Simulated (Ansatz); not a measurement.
# CH3NOSi: a rigid scan of the bond length Si4–H5

One table from this session's results is given with a row withheld; the runs are named, their logs left out.

The runs use Ansatz 0.2.0, Gaussian basis; single points in def2-TZVPP.

Levels: PBE-D4, r2SCAN-D4, PBE0-D4, B3LYP-D4, wB97M-V, Hartree-Fock, MP2, CCSD, CCSD(T). The scan takes 1.274, 1.318, 1.382, 1.456, 1.539, 1.628, 1.723, 1.822, 1.926 Å.

Cores are frozen in the correlated methods. B3LYP uses VWN-RPA correlation.

28 further runs of the same task are left out: 1 that didn't finish, 27 set aside as unsound or not needed.

## The starting structure

The minimum, relaxed at PBE0-D4: SMILES `O=C=N[SiH3]`, 7 atoms, charge 0, spin multiplicity 1.

Atoms are counted from 1 here; the program's logs count them from 0.

Bond lengths: O1–C2 1.165 Å, C2–N3 1.190 Å, N3–Si4 1.705 Å, Si4–H5 1.482 Å, Si4–H6 1.482 Å, Si4–H7 1.482 Å. Angles: O1–C2–N3 180.0°, C2–N3–Si4 179.9°, N3–Si4–H5 108.9°, N3–Si4–H6 108.9°, N3–Si4–H7 108.9°, H5–Si4–H6 110.0°, H5–Si4–H7 110.0°, H6–Si4–H7 110.0°.

Coordinates:

```xyz
7
CH3NOSi
O     1.1589   -2.4161    1.4292
C     0.7166   -1.4908    0.8764
N     0.2647   -0.5455    0.3114
Si   -0.3831    0.8101   -0.4954
H     0.7284    1.5984   -1.0772
H    -1.1347    1.6347    0.4794
H    -1.2895    0.3411   -1.5695
```

Energies of the minimum (eV), from earlier single points: PBE-D4 -12494.30172, r2SCAN-D4 -12500.37097, PBE0-D4 -12494.98274, B3LYP-D4 -12504.34296, wB97M-V -12501.37616, CCSD(T) -12482.55227.

At the minimum the bond length Si4–H5 is 1.482 Å.

The first run:

ccsdt-tzvpp/in.yaml reads:

```yaml
crystal:
  periodic: [false, false, false]
  atoms:
    - {symbol: O, position_ang: [1.158912, -2.416144, 1.429204]}
    - {symbol: C, position_ang: [0.716576, -1.490786, 0.876393]}
    - {symbol: N, position_ang: [0.264667, -0.545476, 0.311380]}
    - {symbol: Si, position_ang: [-0.383052, 0.810077, -0.495422]}
    - {symbol: H, position_ang: [0.572656, 1.487929, -0.995639]}
    - {symbol: H, position_ang: [-1.134694, 1.634736, 0.479390]}
    - {symbol: H, position_ang: [-1.289530, 0.341086, -1.569478]}
basis:
  gaussian: {orbitals: def2-TZVPP}
correlation: {method: ccsd_t}
```

No record of the launch command was kept for these runs.

Among the steps run: Si4–H5 = 1.274 Å; Si4–H5 = 1.318 Å; Si4–H5 = 1.382 Å; Si4–H5 = 1.456 Å; Si4–H5 = 1.539 Å; Si4–H5 = 1.628 Å; Si4–H5 = 1.723 Å; Si4–H5 = 1.822 Å; Si4–H5 = 1.926 Å.

One of the session's tables, all rows but one given; the rest of the session is left out.

Energies less that of the minimum at the same level (kJ/mol):

| bond length (Å) | PBE-D4 | PBE0-D4 | B3LYP-D4 | wB97M-V | Hartree-Fock |
| --- | --- | --- | --- | --- | --- |
| 1.274 | 54.5 | 51.6 | 49.1 | 47.8 | 48.6 |
| 1.318 | ? | ? | ? | ? | ? |
| 1.382 | 11.5 | 10.0 | 9.0 | 8.2 | 8.1 |
| 1.456 | 1.0 | 0.6 | 0.4 | 0.1 | 0.0 |
| 1.482 (minimum) | 0.0 | 0.0 | 0.0 | 0.0 | 0.0 |
| 1.539 | 1.7 | 2.7 | 3.1 | 3.7 | 4.1 |
| 1.628 | 12.5 | 15.3 | 16.1 | 17.7 | 19.3 |
| 1.723 | 31.5 | 36.4 | 37.1 | 40.4 | 43.7 |
| 1.822 | 55.9 | 63.2 | 63.1 | 69.3 | 74.9 |
| 1.926 | 85.0 | 95.0 | 94.2 | 102.8 | 111.3 |

Q: Estimate the row for bond length (Å) = 1.318 from the others.

Worked estimate for «PBE-D4». A straight line through the neighbours (1.274, 54.5) and (1.382, 11.5) gives 54.5 + (11.5 − 54.5) × (1.318 − 1.274) / (1.382 − 1.274) = 37.0; a parabola fitted to 3 rows on both sides gives 33.0.

**Answer.** PBE-D4: 32.2; PBE0-D4: 29.9; B3LYP-D4: 28.0; wB97M-V: 26.8; Hartree-Fock: 27.1. In «PBE-D4» the line misses by +4.8 and the parabola by +0.8.

To keep in mind: A polynomial through the near points puts the CCSD(T) minimum 0.007 Å below the PBE0-D4 value.
